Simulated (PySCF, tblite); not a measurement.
# C4H10BN3O2: geometry, infrared bands and NMR shifts

Aim: predict the infrared bands and NMR shifts of C4H10BN3O2 (`CNB(N)NC(=O)CC=O`).

The runs use tblite 0.8.0 and PySCF 2.14.0, with density-fitted response routines of our own; the level of theory stands in each step. All values are computed, except where a source is named. Atoms count from 0, in the outputs and in this text.

### Step 1. The starting structure

20 atoms, charge 0, multiplicity 1; geometry from: force field or distance geometry start.

Bonds of the start (Å): C0–N1 1.46, N1–B2 1.51, B2–N3 1.49, B2–N4 1.53, N4–C5 1.45, C5–O6 1.27, C5–C7 1.47, C7–C8 1.46, C8–O9 1.21, C0–H10 1.12, C0–H11 1.13, C0–H12 1.09, N1–H13 1.04, N3–H14 1.03, N3–H15 1.04, N4–H16 1.05, C7–H17 1.13, C7–H18 1.12, C8–H19 1.10.

### Step 2. Geometry optimisation with GFN2-xTB

What the job is given:

```
{"job": {"kind": "relax", "xc": "GFN2-xTB", "basis": "xTB"}, "charge": 0, "multiplicity": 1}
C      3.111400     0.871900    -0.531900
N      2.075000     0.721700     0.490200
B      1.052500    -0.192700    -0.145900
N      1.553400    -1.525800    -0.594900
N     -0.415100     0.152200     0.108700
C     -1.495200    -0.626700    -0.459700
O     -1.121000    -1.613200    -1.174100
C     -2.902800    -0.290200    -0.210900
C     -3.138700     0.877500     0.632200
O     -2.286000     1.576700     1.134900
H      3.472000    -0.157300    -0.801000
H      2.627500     1.363400    -1.430400
H      3.872600     1.539400    -0.139100
H      2.443800     0.375900     1.393900
H      1.709600    -1.613900    -1.608600
H      1.146100    -2.342200    -0.102900
H     -0.633200     0.987700     0.702500
H     -3.455400    -0.115500    -1.186500
H     -3.446600    -1.162500     0.244100
H     -4.175200     1.184400     0.857200
```

Run with:

```console
$ OMP_NUM_THREADS=1 python probes_run.py task.json out
```

This one command runs all jobs of the session in turn.

**Question.** This job is followed by: GFN2-xTB harmonic vibrations, gas phase; GIAO PBE0/pcSseg-1 NMR shielding, non-relativistic, gas phase. What will the session give for the following? strongest single infrared mode (GFN2-xTB); zero-point energy (GFN2-xTB); ¹³C shifts against TMS (PBE0/pcSseg-1); ¹H shifts against TMS (PBE0/pcSseg-1, means over atoms taken as alike); ¹⁵N shifts against NH3 (PBE0/pcSseg-1); ¹¹B shifts against BF3·OEt2 (PBE0/pcSseg-1); ¹⁷O shifts against H2O (PBE0/pcSseg-1); surface potential, 1st and 99th percentile.

As calculated:

| quantity | value |
| --- | --- |
| strongest single infrared mode (GFN2-xTB) | 1767 cm⁻¹, 610 km/mol |
| zero-point energy (GFN2-xTB) | 97.6 kcal/mol |
| ¹³C shifts against TMS (PBE0/pcSseg-1) | 208.4, 166.3, 59.2, 30.1 ppm |
| ¹H shifts against TMS (PBE0/pcSseg-1, means over atoms taken as alike) | 10.26, 6.13, 3.43, 3.38, 2.77, 1.20 ppm |
| ¹⁵N shifts against NH3 (PBE0/pcSseg-1) | 142.4, 56.6, 52.3 ppm |
| ¹¹B shifts against BF3·OEt2 (PBE0/pcSseg-1) | 18.3 ppm |
| ¹⁷O shifts against H2O (PBE0/pcSseg-1) | 694.4, 431.3 ppm |
| surface potential, 1st and 99th percentile | -1.69 V and 1.58 V |

The optimisation took 184 steps and gained 2.584 eV; among the close pairs (by a distance rule), N4–C5 changed most, from 1.448 to 1.337 Å. No mode is imaginary among the 54: a minimum at this level. The strongest single mode, at 1767 cm⁻¹, moves mainly C5. Unscaled tight-binding wavenumbers are off by several per cent, some by more. Its intensities can rank the bands wrongly. At PBE0/pcSseg-1: The widest tensor belongs to O9: span 1354 ppm, with a paramagnetic part of -764 ppm. At PBE0/pcSseg-1, counted by nearest atom on the grid, the HOMO lies on N1 46 %; N3 25 %, the LUMO on C8 40 %; O9 28 %.
